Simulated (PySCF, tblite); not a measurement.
# C5H10ClFO2S: geometry, infrared bands and NMR shifts

Wanted: the infrared bands and NMR shifts of C5H10ClFO2S (`C[C@@H](F)C(C)(C)S(=O)(=O)Cl`), by calculation.

Computed with tblite 0.8.0 and PySCF 2.14.0, with density-fitted response routines of our own, on a single molecule in the gas phase. Atoms are numbered from 0 throughout.

**1. The starting structure**

20 atoms, charge 0, multiplicity 1; geometry from: force field or distance geometry start.

Bonds of the start (Å): C0–C1 1.53, C1–F2 1.35, C1–C3 1.53, C3–C4 1.52, C3–C5 1.55, C3–S6 1.82, S6–O7 1.46, S6–O8 1.45, S6–Cl9 2.04, C0–H10 1.09, C0–H11 1.09, C0–H12 1.09, C1–H13 1.10, C4–H14 1.09, C4–H15 1.10, C4–H16 1.09, C5–H17 1.10, C5–H18 1.09, C5–H19 1.10.

**2. Geometry optimisation with GFN2-xTB**

Job settings and geometry (Å):

```
{"job": {"kind": "relax", "xc": "GFN2-xTB", "basis": "xTB"}, "charge": 0, "multiplicity": 1}
C      2.173600     0.428400    -0.059500
C      0.763900     0.834000     0.392200
F      0.520400     2.046200    -0.148800
C     -0.363800    -0.128700     0.000300
C     -0.594600    -0.164300    -1.502600
C     -0.071900    -1.567100     0.494800
S     -1.881200     0.420200     0.838900
O     -1.592000     0.625100     2.254600
O     -2.970900    -0.445800     0.432500
Cl    -2.422600     2.266800     0.150000
H      2.875100     1.216800     0.207100
H      2.209800     0.323200    -1.144600
H      2.496000    -0.497900     0.416100
H      0.806800     0.976000     1.484100
H      0.271500    -0.557400    -2.039100
H     -0.792200     0.839500    -1.895400
H     -1.451800    -0.786500    -1.768800
H      0.139700    -1.587900     1.573100
H     -0.919800    -2.229200     0.326800
H      0.798600    -2.000800    -0.014600
```

Launch:

```console
$ OMP_NUM_THREADS=1 python probes_run.py task.json out
```

This one command runs all jobs of the session in turn.

**Question.** This job is followed by: GFN2-xTB harmonic vibrations, gas phase; GIAO PBE0/pcSseg-1 NMR shielding, non-relativistic, gas phase. Predict these results of the whole session: strongest single infrared mode (GFN2-xTB); zero-point energy (GFN2-xTB); ¹³C shifts against TMS (PBE0/pcSseg-1); ¹H shifts against TMS (PBE0/pcSseg-1, means over atoms taken as alike); ¹⁹F shifts against CFCl3 (PBE0/pcSseg-1); ³³S shifts against CS2 (PBE0/pcSseg-1); ¹⁷O shifts against H2O (PBE0/pcSseg-1); ³⁵Cl shifts against HCl (PBE0/pcSseg-1).

As calculated:

```
                                                              quantity                             value
                             strongest single infrared mode (GFN2-xTB)             1271 cm⁻¹, 356 km/mol
                                          zero-point energy (GFN2-xTB)                     94.3 kcal/mol
                                ¹³C shifts against TMS (PBE0/pcSseg-1)  92.0, 84.3, 19.2, 18.2, 15.3 ppm
¹H shifts against TMS (PBE0/pcSseg-1, means over atoms taken as alike)        5.58, 1.63, 1.32, 1.29 ppm
                              ¹⁹F shifts against CFCl3 (PBE0/pcSseg-1)                        -207.1 ppm
                                ³³S shifts against CS2 (PBE0/pcSseg-1)                           376 ppm
                                ¹⁷O shifts against H2O (PBE0/pcSseg-1)                  281.6, 272.4 ppm
                               ³⁵Cl shifts against HCl (PBE0/pcSseg-1)                           577 ppm
```

In words: Relaxing lowered the energy by 0.223 eV in 62 steps; the close pair that moved most is C3–S6, from 1.819 to 1.853 Å. All 54 modes are real, so the xTB geometry is a minimum. The strongest single mode, at 1271 cm⁻¹, has its largest shares on S6, O8 and O7 (the list is cut at 3 atoms). Unscaled tight-binding wavenumbers are off by several per cent, some by more. Its intensities can rank the bands wrongly. The most deshielded carbon is C1 (sp3 CH bonded to F), at 92.0 ppm: pulled downfield by the heteroatom. H13 (hydrogen on an sp3 CH bonded to F) lies farthest downfield among hydrogen, at 5.58 ppm; its carbon carries F, which withdraws density. At PBE0/pcSseg-1: Shielding is most anisotropic at Cl9 (span 1008 ppm, paramagnetic term -774 ppm).
